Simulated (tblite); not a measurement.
# C5H13AlN2Si: the cost of one run

Programs: tblite 0.8.0 and PySCF 2.14.0, with density-fitted response routines of our own. Each step states its level of theory. These are calculated values for one molecule in the gas phase, unless marked as measured. Atoms count from 0, in the outputs and in this text.

## 1. The starting structure

22 atoms, charge 0, multiplicity 1; geometry from: force field or distance geometry start.

Bonds of the start (Å): C0–C1 1.36, C1–C2 1.43, C2–N3 1.16, C1–Si4 1.83, Si4–C5 1.85, C5–Al6 2.00, Al6–C7 1.97, Al6–N8 1.93, C0–H9 1.09, C0–H10 1.08, Si4–H11 1.46, Si4–H12 1.47, C5–H13 1.12, C5–H14 1.13, Al6–H15 1.60, C7–H16 1.12, C7–H17 1.11, C7–H18 1.11, N8–H19 1.03, N8–H20 1.05, N8–H21 1.03.

## 2. Geometry optimisation with GFN2-xTB

Job settings and geometry (Å):

```
{"job": {"kind": "relax", "xc": "GFN2-xTB", "basis": "xTB"}, "charge": 0, "multiplicity": 1}
C      3.971700    -0.412600     0.152700
C      2.895900     0.401600    -0.012200
C      2.906300     1.745700     0.488000
N      2.877800     2.842600     0.853600
Si     1.368900    -0.177500    -0.846900
C      0.065600    -0.492500     0.426700
Al    -1.700100     0.314700    -0.043100
C     -2.624400    -0.706400    -1.450700
N     -2.764300     0.267300     1.563400
H      4.862000    -0.055400     0.666900
H      3.875300    -1.414600    -0.246300
H      0.911400     0.822500    -1.813600
H      1.685400    -1.408000    -1.581900
H     -0.055200    -1.599800     0.487600
H      0.452300    -0.051200     1.391800
H     -1.498500     1.860900    -0.398800
H     -2.011100    -1.541800    -1.874100
H     -2.920600    -0.009300    -2.259900
H     -3.538800    -1.161800    -1.021700
H     -2.847600     1.242900     1.894600
H     -3.690600    -0.171700     1.358400
H     -2.231800    -0.276300     2.264500
```

The run is started by

```bash
OMP_NUM_THREADS=1 python probes_run.py task.json out
```

One launch serves the whole session: the jobs run in the order shown.

**Question.** How long does this first job take on 1 thread of Arm Neoverse V1, shared host?

About 2.8 s.
